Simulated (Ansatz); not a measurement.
**MgHSe (doublet): the correlation ladder, cc-pVDZ**

The task here is to estimate one member of a computed series from the others.

Method: cc-pVDZ, core rule «outside noble gas», up to 19 orbitals frozen; program: Ansatz 0.2.0, Gaussian basis.

To be run: UHF; CCSD(T) on ROHF; CCSD(T) on UHF; BCCD(T) on ROHF; CISD as a restricted active space (open shells left free, so some higher excitations enter); CCSDT(Q) on ROHF; CCSDT(Q) on UHF.

34 further runs of the same task are left out: 14 for a known fault of the program, 7 that didn't finish, 13 set aside as unsound or not needed. Runs told in other sessions of the task aren't counted.

## What is computed

The geometry is a PBE0/def2-TZVP stationary point (not a proven minimum). No spin-orbit coupling is included. The filled d shell of Se may be among the frozen orbitals whatever the setting's name suggests.

3 atoms, charge 0, spin multiplicity 2.

Atoms are counted from 1 here; the program's logs count them from 0.

Bond lengths: Se1–Mg2 2.434 Å, Mg2–H3 1.695 Å. Angles: Se1–Mg2–H3 180.0°.

Set-up of the first run:

The input, in.yaml:

```yaml
crystal:
  periodic: [false, false, false]
  atoms:
    - {symbol: Se, position_ang: [0.000000, 0.000000, 2.187600]}
    - {symbol: Mg, position_ang: [0.000000, 0.000000, -0.246500]}
    - {symbol: H, position_ang: [0.000000, 0.000000, -1.941100]}
basis:
  gaussian: {orbitals: cc-pVDZ}
magnetization: {spin_polarized: true, initial_magnetization: 1}
hamiltonian: {xc: hf}
output: {orbitals: {seedname: orbitals}}
```

Command:

```console
$ ansatz run in.yaml --threads 1 --pin off --events-out ev --progress --plain --max-ram 2393MiB
```

Among the steps run: UHF; CCSD(T) on ROHF; CCSD(T) on UHF; BCCD(T) on ROHF; CISD as a restricted active space (open shells left free, so some higher excitations enter); CCSDT(Q) on ROHF; CCSDT(Q) on UHF.

One of the session's tables, all rows but one given; the rest of the session is left out.

It belongs to the step «Misses and costs». 

```
   method  from UCCSDT(Q) (meV)
     ROHF               +4141.0
      UHF               +4052.6
     RMP2                +732.3
     UMP2                +742.7
     CISD                +324.9
    RCCSD                 +96.7
    UCCSD                 +92.7
 RCCSD(T)                 +22.7
 UCCSD(T)                 +20.5
  BCCD(T)                 +22.6
   RCCSDT                  +8.2
   UCCSDT                     ?
RCCSDT(Q)                  +2.4
UCCSDT(Q)                     0
```

**Question.** Estimate the row for UCCSDT.

**Answer.** from UCCSDT(Q) (meV): +6.0. In the column «from UCCSDT(Q) (meV)» it lies between RCCSDT(Q) (+2.4) and RCCSDT (+8.2).

With the free atoms at the same levels and basis (separate runs), the atomisation energy is 4.045 eV at UCCSDT(Q), 4.038 eV at RCCSD(T), 4.032 eV at UCCSD(T), 3.299 eV at ROHF.

Limits of these values: Restricted and unrestricted rows rest on different reference determinants; a gap between their highest levels can come from leftover correlation error, from unlike frozen cores or from another state.
